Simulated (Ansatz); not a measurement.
# HfN+ (quintet): the correlation ladder, def2-TZVPP

One table from this session's results is given with a row withheld; the runs are named, their logs left out.

The runs use Ansatz 0.2.0, Gaussian basis; def2-TZVPP, core rule «outside noble gas», up to 5 orbitals frozen.

Plan: UHF; ROHF; CCSD(T) on UHF.

### What is computed

The geometry is a PBE0/def2-TZVP stationary point (not a proven minimum). No spin-orbit coupling is included. Elements past krypton take def2 core potentials.

2 atoms, charge 1, spin multiplicity 5.

Atoms are counted from 1 here; the program's logs count them from 0.

Bond lengths: Hf1–N2 2.049 Å.

Set-up of the first run:

Contents of in.yaml:

```yaml
crystal:
  periodic: [false, false, false]
  atoms:
    - {symbol: Hf, position_ang: [0.000000, 0.000000, 0.000000]}
    - {symbol: N, position_ang: [0.000000, 0.000000, 2.048600]}
basis:
  gaussian: {orbitals: def2-TZVPP}
total_charge: 1
magnetization: {spin_polarized: true, initial_magnetization: 4}
hamiltonian: {xc: hf}
output: {orbitals: {seedname: orbitals}}
```

Command:

```
$ ansatz run in.yaml --threads 1 --pin off --events-out ev --progress --plain --max-ram 4096MiB --backend cpu
```

Among the steps run: UHF; ROHF; CCSD(T) on UHF.

One table of the session follows, with a row left open; its other results are not shown here.

It belongs to the step «Misses and costs». 

```
  method  from UCCSD(T) (meV)
    ROHF                    ?
     UHF              +5144.1
    UMP2               +746.5
   UCCSD               +215.9
UCCSD(T)                    0
```

Estimate the missing values for ROHF.

As computed: from UCCSD(T) (meV): +5367.6. In the column «from UCCSD(T) (meV)» it is the highest.
